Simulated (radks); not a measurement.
# Spin polarisation of the 4p shell in Se

The task here is to estimate one member of a computed series from the others.

The numbers are computed with radks (a radial shooting solver on a logarithmic mesh, Libxc functionals) version 1 (scalar-relativistic Kohn-Sham, LDA (Slater exchange, Perdew-Wang correlation), spin-polarised, spherical densities, point nucleus), except any that are marked as measured or tabulated.

**The system**

| Item | Value |
| --- | --- |
| element | selenium (Z = 34) |
| charge | 0 |
| electrons | 34 |
| configuration | [Ar] 3d10 4s2 4p(up 2, down 2) |

A shell typed twice in an input gives spin up, then spin down.

Set-up of the first run:

Settings of this run:

```text
Z 34
configuration [Ar] 3d10 4s2 4p2 4p2
relativity scalar-relativistic
functional lda,pw
spin polarised
nucleus point
c 137.035999084
```

Run with:

```console
> python run_ks.py task.json out
```

All runs below come from this command, one after another.

Steps of the session up to this table: No moment.

One table of the session follows, with a row left open; its other results are not shown here.

Radial moments (bohr):

```
level     <r>  outermost maximum (interpolated)  90 % within  nodes
   1s       ?                                 ?            ?      ?
   2s  0.1962                             0.165        0.303      1
   2p  0.1713                             0.132        0.280      0
   3s  0.5752                             0.503        0.858      2
   3p  0.5904                             0.500        0.904      1
   3d  0.6311                             0.451         1.05      0
   4s   1.789                              1.50         2.68      3
   4p   2.297                              1.80         3.58      2
```

Estimate the missing values for 1s.

The run gave: <r>: 0.04414; outermost maximum (interpolated): 0.0288; 90 % within: 0.0789; nodes: 0. In the column «<r>» it is the lowest.
